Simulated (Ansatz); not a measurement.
**doublet CH6SiTe+: levels of theory compared**

Aim: a comparison of 6 runs (UHF/STO-3G, UHF/def2-SVP, U-r2SCAN/def2-SVP, U-wB97X/def2-SVP, UPBE/def2-SVP, UCCSD(T)/def2-SVP) of doublet CH6SiTe+. 

The results are computed with Ansatz 0.2.0.

55 further runs of the same task are left out: 55 set aside as unsound or not needed. Runs told in other sessions of the task aren't counted.

## Step 1: The system as given

CH6SiTe+: 9 atoms, total charge +1, spin state doublet. SMILES of the parent species: `C[SiH2][TeH]`. Geometry: relaxed at PBE0-D4/def2-TZVP. This is one conformer, not always the lowest. That shape belongs to the parent species and isn't relaxed for this state.

Bond lengths: C1–Si2 1.867 Å, Si2–Te3 2.500 Å, C1–H4 1.094 Å, C1–H5 1.091 Å, C1–H6 1.092 Å, Si2–H7 1.487 Å, Si2–H8 1.486 Å, Te3–H9 1.658 Å. Some angles: C1–Si2–Te3 112.6°, C1–Si2–H7 111.4°, C1–Si2–H8 110.5°, Te3–Si2–H7 103.6°, Te3–Si2–H8 109.7°, Si2–C1–H4 110.3°, Si2–C1–H5 110.6°, Si2–C1–H6 110.6°, Si2–Te3–H9 91.7°, H7–Si2–H8 108.9°.

## Step 2: The energy at UHF/STO-3G (run 1)

The input, molecule.yaml:

```yaml
basis:
  gaussian: {orbitals: STO-3G}
crystal:
  periodic: [false, false, false]
  atoms:
    - {symbol: C, position_ang: [-0.793600, 0.726300, -0.609100]}
    - {symbol: Si, position_ang: [0.377700, -0.686600, -0.266400]}
    - {symbol: Te, position_ang: [1.980400, -0.179800, 1.584400]}
    - {symbol: H, position_ang: [-1.456300, 0.475200, -1.442000]}
    - {symbol: H, position_ang: [-0.240000, 1.632000, -0.862400]}
    - {symbol: H, position_ang: [-1.409800, 0.936300, 0.267700]}
    - {symbol: H, position_ang: [1.262200, -0.952200, -1.431600]}
    - {symbol: H, position_ang: [-0.380500, -1.924300, 0.053300]}
    - {symbol: H, position_ang: [0.748200, -0.073200, 2.689000]}
total_charge: 1
magnetization: {spin_polarized: true, initial_magnetization: 1}
hamiltonian: {xc: hf}
accuracy: high
output: {orbitals: {seedname: orbitals}}
```

Run with:

```
ansatz run molecule.yaml --threads 1 --pin off --max-ram 2610MiB --events-out events.jsonl --progress --plain --runs-dir runs
```

Standard output:

```text
Warning: RAYON_NUM_THREADS=1 ignored (pool sized by the plan → 1); use --threads N
Functional definition: HF
  name "HF"
  exchange = exact_x
  correlation = 0
764 factors; integrals over basis functions are off by at most 5.3e-9 eV
mean field evaluation 1: about -187035.7013 eV, gradient 9.1e0 eV
mean field evaluation 2: about -187035.7606 eV, gradient 9.1e0 eV
mean field evaluation 4: about -187036.5185 eV, gradient 8.1e-1 eV
mean field evaluation 8: about -187036.5340 eV, gradient 1.1e-2 eV
mean field -187036.53404283 eV, -6873.4658481577 hartree, gradient 5.3e-8 eV, S^2 0.758881; 0 other end points of the search recorded, 0 dependent functions left out
reference -187036.53404283 eV, -6873.4658481577 hartree; 39, 38 occupied and 8, 9 virtual orbitals, 764 factors
Total energy: -187036.53404283 eV, -6873.4658481577 hartree
```

Run time: 1.2 s. Hardware: 1 thread of Arm Neoverse V1, shared host; peak memory 0.12 GiB.

## Step 3: The energy at UHF/def2-SVP (core potential) (run 2)

The input, input.yaml:

```yaml
crystal:
  periodic: [false, false, false]
  atoms:
    - {symbol: C, position_ang: [-0.793600, 0.726300, -0.609100]}
    - {symbol: Si, position_ang: [0.377700, -0.686600, -0.266400]}
    - {symbol: Te, position_ang: [1.980400, -0.179800, 1.584400]}
    - {symbol: H, position_ang: [-1.456300, 0.475200, -1.442000]}
    - {symbol: H, position_ang: [-0.240000, 1.632000, -0.862400]}
    - {symbol: H, position_ang: [-1.409800, 0.936300, 0.267700]}
    - {symbol: H, position_ang: [1.262200, -0.952200, -1.431600]}
    - {symbol: H, position_ang: [-0.380500, -1.924300, 0.053300]}
    - {symbol: H, position_ang: [0.748200, -0.073200, 2.689000]}
basis:
  gaussian: {orbitals: def2-SVP}
total_charge: 1
magnetization: {spin_polarized: true, initial_magnetization: 1}
hamiltonian: {xc: hf}
accuracy: high
output: {orbitals: {seedname: orbitals}}
```

Run with:

```
ansatz run input.yaml --threads 1 --pin off --max-ram 2610MiB --events-out events.jsonl --progress --plain --runs-dir runs
```

Standard output:

```text
Warning: RAYON_NUM_THREADS=1 ignored (pool sized by the plan → 1); use --threads N
[... 4 set-up lines as earlier in the session ...]
2131 factors; integrals over basis functions are off by at most 3.5e-9 eV
mean field evaluation 1: about -16239.1292 eV, gradient 2.4e1 eV
mean field evaluation 2: about -16239.2219 eV, gradient 2.4e1 eV
mean field evaluation 4: about -16242.6674 eV, gradient 1.9e0 eV
mean field evaluation 8: about -16242.7193 eV, gradient 1.7e-1 eV
mean field evaluation 16: about -16242.7207 eV, gradient 4.4e-8 eV
mean field -16242.72068566 eV, -596.9089754865 hartree, gradient 4.4e-8 eV, S^2 0.761888; 0 other end points of the search recorded, 0 dependent functions left out
reference -16242.72068566 eV, -596.9089754865 hartree; 25, 24 occupied and 63, 64 virtual orbitals, 2131 factors
Total energy: -16242.72068566 eV, -596.9089754865 hartree
```

Wall time 4.5 s (1 thread of Arm Neoverse V1, shared host); peak memory 0.34 GiB.

Run 3 isn't shown in full; the table further down has it.

## Step 4: A single-point energy at U-wB97X/def2-SVP (core potential) (run 4)

The input, job.yaml:

```yaml
crystal:
  periodic: [false, false, false]
  atoms:
    - {symbol: C, position_ang: [-0.793600, 0.726300, -0.609100]}
    - {symbol: Si, position_ang: [0.377700, -0.686600, -0.266400]}
    - {symbol: Te, position_ang: [1.980400, -0.179800, 1.584400]}
    - {symbol: H, position_ang: [-1.456300, 0.475200, -1.442000]}
    - {symbol: H, position_ang: [-0.240000, 1.632000, -0.862400]}
    - {symbol: H, position_ang: [-1.409800, 0.936300, 0.267700]}
    - {symbol: H, position_ang: [1.262200, -0.952200, -1.431600]}
    - {symbol: H, position_ang: [-0.380500, -1.924300, 0.053300]}
    - {symbol: H, position_ang: [0.748200, -0.073200, 2.689000]}
basis:
  gaussian: {orbitals: def2-SVP}
total_charge: 1
magnetization: {spin_polarized: true, initial_magnetization: 1}
hamiltonian: {xc: {name: wB97X}}
accuracy: high
output: {orbitals: {seedname: orbitals}}
```

Run with:

```
ansatz run job.yaml --threads 1 --pin off --max-ram 2610MiB --events-out events.jsonl --progress --plain --runs-dir runs
```

Standard output, shortened:

```text
Warning: RAYON_NUM_THREADS=1 ignored (pool sized by the plan → 1); use --threads N
Functional definition: wB97X
  name "wB97X"
[...]
      + exact_x_lr(omega)
[...]
      + integral(e_c_pw_opposite_spin*poly(b97_u_opposite, 1, cos1, cos2, cos3, cos4))
2131 factors; integrals over basis functions are off by at most 3.5e-9 eV
405 factors; integrals over basis functions are off by at most 1.9e-9 eV
[...]
mean field -16295.22125118 eV, -598.8383356830 hartree, gradient 7.7e-8 eV, S^2 0.752790; 0 other end points of the search recorded, 0 dependent functions left out
reference -16295.22124840 eV, -598.8383355810 hartree; 25, 24 occupied and 63, 64 virtual orbitals, 2131 factors
Total energy: -16295.22124840 eV, -598.8383355810 hartree
```

Wall time 78 s (1 thread of Arm Neoverse V1, shared host); peak memory 0.94 GiB.

Run 5 isn't shown in full; the table further down has it.

## Step 5: A single-point energy at UCCSD(T)/def2-SVP (core potential) (run 6)

The input, in.yaml:

```yaml
crystal:
  periodic: [false, false, false]
  atoms:
    - {symbol: C, position_ang: [-0.793600, 0.726300, -0.609100]}
    - {symbol: Si, position_ang: [0.377700, -0.686600, -0.266400]}
    - {symbol: Te, position_ang: [1.980400, -0.179800, 1.584400]}
    - {symbol: H, position_ang: [-1.456300, 0.475200, -1.442000]}
    - {symbol: H, position_ang: [-0.240000, 1.632000, -0.862400]}
    - {symbol: H, position_ang: [-1.409800, 0.936300, 0.267700]}
    - {symbol: H, position_ang: [1.262200, -0.952200, -1.431600]}
    - {symbol: H, position_ang: [-0.380500, -1.924300, 0.053300]}
    - {symbol: H, position_ang: [0.748200, -0.073200, 2.689000]}
basis:
  gaussian:
    orbitals: def2-SVP
total_charge: 1
correlation:
  method: ccsd_t
  frozen_orbitals: {C: 1, H: 0, Si: 5, Te: 4}
accuracy: high
magnetization:
  spin_polarized: true
  initial_magnetization: 1
scf:
  omitted_lower_state_checks: [cluster_reference, increment]
```

Run with:

```
ansatz run in.yaml --threads 1 --pin off --max-ram 2610MiB --events-out events.jsonl --progress --plain --runs-dir runs
```

Standard output:

```text
Warning: RAYON_NUM_THREADS=1 ignored (pool sized by the plan → 1); use --threads N
[... 12 lines left out ...]
10 core orbitals not correlated: weight in the atoms' cores, before any rotation towards them, 1.000 or more for the frozen orbitals, at most 0.000 for the correlated occupied ones
[... 29 lines left out ...]
Total energy: -16253.83568232 eV, -597.3174440797 hartree
Checks for a lower state left out: cluster_reference, increment
```

Run time: 98 s. Hardware: 1 thread of Arm Neoverse V1, shared host; peak memory 1 GiB.

## Step 6: The series

```
run                               level  core potential  frozen core orbitals   energy (Eh)  HOMO energy (eV)  LUMO energy (eV)   ⟨S²⟩  wall time
  1                          UHF/STO-3G            none                     –  -6873.465848            -14.86             -5.08  0.759      1.2 s
  2       UHF/def2-SVP (core potential)        def2-SVP                     –   -596.908975            -16.60             -6.71  0.762      4.5 s
  3  U-r2SCAN/def2-SVP (core potential)        def2-SVP                     –   -598.862093            -12.87            -11.14  0.755       27 s
  4   U-wB97X/def2-SVP (core potential)        def2-SVP                     –   -598.838336            -15.92             -8.80  0.753       78 s
  5      UPBE/def2-SVP (core potential)        def2-SVP                     –   -598.588379            -12.43            -11.33  0.752       13 s
  6  UCCSD(T)/def2-SVP (core potential)        def2-SVP                    10   -597.317444                 –                 –  0.762       98 s
```

## Step 7: Results

```
                                           quantity          value
                                run 6: total energy  -597.31744 Eh
run 6: correlation energy (10 core orbitals frozen)     -408.5 mEh
                              run 6: (T) correction     -10.98 mEh
           run 6: ⟨S²⟩ of the reference determinant          0.762
                               run 6: T1 diagnostic          0.011
```

Totals of different functionals can't be ranked against each other. Some runs of one species differ in core potentials or relativity; totals across that change don't compare. In run 1 the basis is minimal, so the values are rough. In run 1 relativity is left out where basis or elements ask for it. All runs together took 3.7 min, the longest 98 s.
